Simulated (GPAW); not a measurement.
Crystal: Cd2S.

```xyz
3
Lattice="3.9627 0.0000 0.0000 -1.9813 3.4318 0.0000 0.0000 0.0000 5.8092" Properties=species:S:1:pos:R:3 pbc="T T T"
Cd    0.0000    2.2878    5.4183
Cd    1.9813    1.1439    3.3620
S     0.0000    2.2878    2.1245
```

The cell comes from a database or a generator and needn't be the stable form of this composition.

```yaml
Program: GPAW 26.7.0
Task: single point
Functional: PBE
Potentials_or_basis: GPAW PAW data sets (gpaw-data 1.2.1)
Cutoff: 600 eV
Basis: pw
k_mesh: 8 × 8 × 5
Occupations: fermi-dirac, width 0.05 eV
Spin: no spin polarisation
```

On this cell: pressure -0.4 GPa; largest force 0.072 eV/Å; band gap on the k mesh 0.24 eV, indirect (least direct gap 0.57 eV).

The same run follows on a disturbed copy (atoms moved at random, drawn with an rms of 0.05 Å):

```
Cd S
1.0
     3.96267    0.00000    0.00000
    -1.98134    3.43177    0.00000
     0.00000    0.00000    5.80919
Cd S
2 1
Direct
  0.32600 0.65881 0.93410
  0.68459 0.35091 0.57211
  0.31890 0.65703 0.35867
```

**Question.** What changes?

**Answer.** The energy moves by +10.8 meV/atom; pressure 0.0 GPa; largest force 0.499 eV/Å; band gap on the k mesh 0.15 eV, indirect (least direct gap 0.47 eV).

Forces on the atoms (eV/Å):
```
Cd   0.013  0.003 -0.272
Cd  -0.346 -0.318  0.075
S    0.333  0.315  0.197
```

Stress tensor (GPa, compression positive):
```
 0.43  0.70 -0.60
 0.70 -1.02 -0.57
-0.60 -0.57  0.73
```

Caveats: an odd mesh through Γ misses points on the zone boundary, where band edges often lie.
